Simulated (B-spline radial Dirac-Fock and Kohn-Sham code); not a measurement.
# An X-ray data sheet for Pm¹⁰⁺, step by step

Wanted for the Pm¹⁰⁺ ion: its X-ray form factor and Compton profile and the binding energy of each subshell.

Program: B-spline radial Dirac-Fock and Kohn-Sham code, version 2. Model: a free atom or ion on a radial basis; each step names its model. All values are calculated, but those marked as tabulated.

**1. The atom as given**

Pm¹⁰⁺ in the configuration [Kr] 4d10 4f3 5s2.

```
nuclear charge     : 61
electrons          : 51
mass number        : 145
nuclear rms radius : 4.962 fm
```

**2. Form factor and Compton profile**

Model: Dirac-Fock average of configuration, finite nucleus; form factor of the spherical density, Waller-Hartree incoherent function, impulse-approximation Compton profiles.

Recorded inputs:

```ini
task = scatter
Z = 61
charge = 10
configuration = 1s2 2s2 2p6 3s2 3p6 3d10 4s2 4p6 4d10 4f3 5s2
mass_number = 145
rms_radius = 4.962  # fm
s = [0.0, 0.05, 0.06, 0.08, 0.1, 0.12, 0.16, 0.2, 0.25, 0.32, 0.4, 0.51, 0.65, 0.82, 1.03, 1.31, 1.66, 2.09, 2.65, 3.35, 4.24, 5.36, 6.78]  # 1/A
pz = [0, 0.1, 0.2, 0.3, 0.4, 0.5, 0.6, 0.8, 1.0, 1.2, 1.4, 1.6, 1.8, 2.0, 2.5, 3.0, 4.0, 5.0, 7.0, 10.0, 15.0, 20.0, 30.0, 40.0, 60.0, 100.0]  # a.u.
photon_energy = [8047.8, 10000, 20000, 30000, 100000, 200000, 500000, 1000000]  # eV
```

**3. Binding energies**

Model: Dirac-Fock average of configuration, Delta-SCF, finite nucleus, first-order Breit with its frequency dependence, self-energy and vacuum polarisation.

Recorded inputs:

```ini
task = binding
```

Before running it: what results should come out? Wanted: rms radius of the electron cloud; form factor halves at; Compton profile at zero; deepest level listed, K; least bound, N6,7; Kα1.

The runs gave:

| quantity | value |
| --- | --- |
| rms radius of the electron cloud | 0.556 bohr |
| form factor halves at | 0.74 1/Å |
| Compton profile at zero | 4.941 1/a.u. |
| deepest level listed, K (1s) | 45362.1 eV |
| least bound, N6,7 (4f) | 165.6 eV |
| Kα1 | 38724.1 eV |
| ionisation energy, NIST (theoretical) | 174.000 eV |

What this shows: The form factor starts at the 51 electrons and halves by s = 0.74 1/Å. Incoherent scattering outweighs coherent from 200 keV on, among the energies asked. The K (1s) level lies 68.3 eV under Koopmans' value by relaxation alone; Breit gives -121.48 and QED -62.61 eV. NIST's ionisation energy differs by +8.39 eV from the least binding energy, within its stated uncertainty. The Hartree-Fock and Dirac-Fock values hold no electron correlation.
